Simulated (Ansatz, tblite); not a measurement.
**The cluster Rb₃H₃−: one state, many levels**

How do method and basis change the picture of the cluster Rb₃H₃− (doublet)?

The runs use Ansatz 0.2.0, Gaussian basis; as each input shows.

Levels to be run: GFN1-xTB, GFN2-xTB, PBE-D4/def2-TZVPD, r2SCAN-D4/def2-TZVPD, LDA/def2-TZVPD, r2SCANh-D4/def2-TZVPD, BLYP-D4/def2-TZVPD, B3LYP-D4/def2-TZVPD, ωB97M-V/def2-TZVPD, PBE+5HF/def2-TZVPD, PBE+10HF/def2-TZVPD, PBE+15HF/def2-TZVPD, PBE+35HF/def2-TZVPD, PBE+50HF/def2-TZVPD, PBE-D4/def2-SVPD, PBE0-D4/def2-SVPD, CCSD(T)/def2-TZVPD, RPA/def2-TZVPD.

2 further runs of the same task are left out: 2 set aside as unsound or not needed.

**1. The structure**

The doublet was relaxed beforehand with PBE0-D4/def2-TZVPD. At that level it is the lowest of the isomers that a small search found.

6 atoms, charge -1, spin multiplicity 2.

Bond lengths: Rb1–Rb2 3.714 Å, Rb1–Rb3 4.910 Å, Rb1–H4 2.656 Å, Rb2–Rb3 4.530 Å, Rb2–H4 2.656 Å. Angles: Rb2–Rb1–Rb3 61.5°, Rb2–Rb1–H4 45.6°, Rb3–Rb1–H4 107.2°, Rb1–Rb2–Rb3 72.3°, Rb1–Rb2–H4 45.6°, Rb3–Rb2–H4 118.0°, Rb1–Rb3–Rb2 46.1°, Rb1–H4–Rb2 88.7°.

As a file:

```csv
atom,x (Å),y (Å),z (Å)
Rb1,-1.99905,0.82854,0.13962
Rb2,0.75966,-1.35536,1.32966
Rb3,2.20367,0.77562,-2.39803
H4,-1.70446,-0.84531,2.18090
H5,-0.30552,-1.14834,-1.71480
H6,1.04568,1.74486,0.46263
```

Rb takes a core potential in the def2 sets. No spin-orbit coupling is included. The ion is computed in the gas phase, without counter-ions or solvent.

PBE0-D4/def2-TZVPD was run before; its log isn't repeated, and its numbers join the tables.

**2. GFN1-xTB**

Tight binding, by tblite at 300 K electronic temperature and without a spin-polarisation term:

```python
tblite.interface.Calculator('GFN1-xTB', numbers, positions, charge=-1, uhf=1).singlepoint()
```

Energy -82.4644 eV; 0.006 s.

**3. GFN2-xTB**

Tight binding, by tblite at 300 K electronic temperature and without a spin-polarisation term:

```python
tblite.interface.Calculator('GFN2-xTB', numbers, positions, charge=-1, uhf=1).singlepoint()
```

Energy -64.2459 eV; 0.002 s.

**4. PBE-D4/def2-TZVPD**

start.molden holds the orbitals of an earlier run on this state, given as this run's starting guess.

The input, in.yaml:

```yaml
crystal:
  periodic: [false, false, false]
  atoms:
    - {symbol: Rb, position_ang: [-1.999047, 0.828537, 0.139624]}
    - {symbol: Rb, position_ang: [0.759661, -1.355364, 1.329663]}
    - {symbol: Rb, position_ang: [2.203672, 0.775618, -2.398029]}
    - {symbol: H, position_ang: [-1.704458, -0.845307, 2.180904]}
    - {symbol: H, position_ang: [-0.305520, -1.148340, -1.714795]}
    - {symbol: H, position_ang: [1.045682, 1.744856, 0.462634]}
basis:
  gaussian: {orbitals: def2-TZVPD, initial_orbitals: start.molden}
total_charge: -1
magnetization: {spin_polarized: true, initial_magnetization: 1}
hamiltonian: {xc: pbe, dispersion: d4}
scf: {omitted_lower_state_checks: [starts]}
output: {orbitals: {seedname: orbitals}}
```

Run with:

```bash
ansatz run in.yaml --threads 4 --pin off --events-out ev --progress --plain --max-ram 3916MiB
```

After this run come: r2SCAN-D4/def2-TZVPD; LDA/def2-TZVPD; r2SCANh-D4/def2-TZVPD; BLYP-D4/def2-TZVPD; B3LYP-D4/def2-TZVPD; ωB97M-V/def2-TZVPD; PBE+5HF/def2-TZVPD; PBE+10HF/def2-TZVPD; PBE+15HF/def2-TZVPD; PBE+35HF/def2-TZVPD; PBE+50HF/def2-TZVPD; PBE-D4/def2-SVPD; PBE0-D4/def2-SVPD; CCSD(T)/def2-TZVPD; RPA/def2-TZVPD.

Q: Predict the results of all the runs planned. Wanted: gap in def2-TZVPD, named functionals, smallest and largest; gap over the share of exact exchange; correlation energy, CCSD(T)/def2-TZVPD; ⟨S²⟩ in def2-TZVPD, named functionals, smallest and largest; PBE0 total energy, smallest basis above largest.

**Answer**, as computed:

```
                                                   quantity                                 value
 gap in def2-TZVPD, named functionals, smallest and largest  0.15 eV (BLYP-D4), 1.79 eV (ωB97M-V)
                       gap over the share of exact exchange          0.22 eV at 0, 1.51 eV at 0.5
                     correlation energy, CCSD(T)/def2-TZVPD                              -8.80 eV
⟨S²⟩ in def2-TZVPD, named functionals, smallest and largest                          0.750, 0.751
            PBE0 total energy, smallest basis above largest       0.14 eV (def2-SVPD, def2-TZVPD)
```

Over the named functionals in def2-TZVPD the gap runs from 0.15 eV (BLYP-D4) to 1.79 eV (ωB97M-V); exact exchange widens it. Raising the share of exact exchange from 0 to 0.5 moves the HOMO by -0.63 eV and the LUMO by +0.66 eV. LDA, PBE-D4, BLYP-D4, r2SCAN-D4, r2SCANh-D4 put the HOMO above zero: the outermost electron is held by the basis alone.
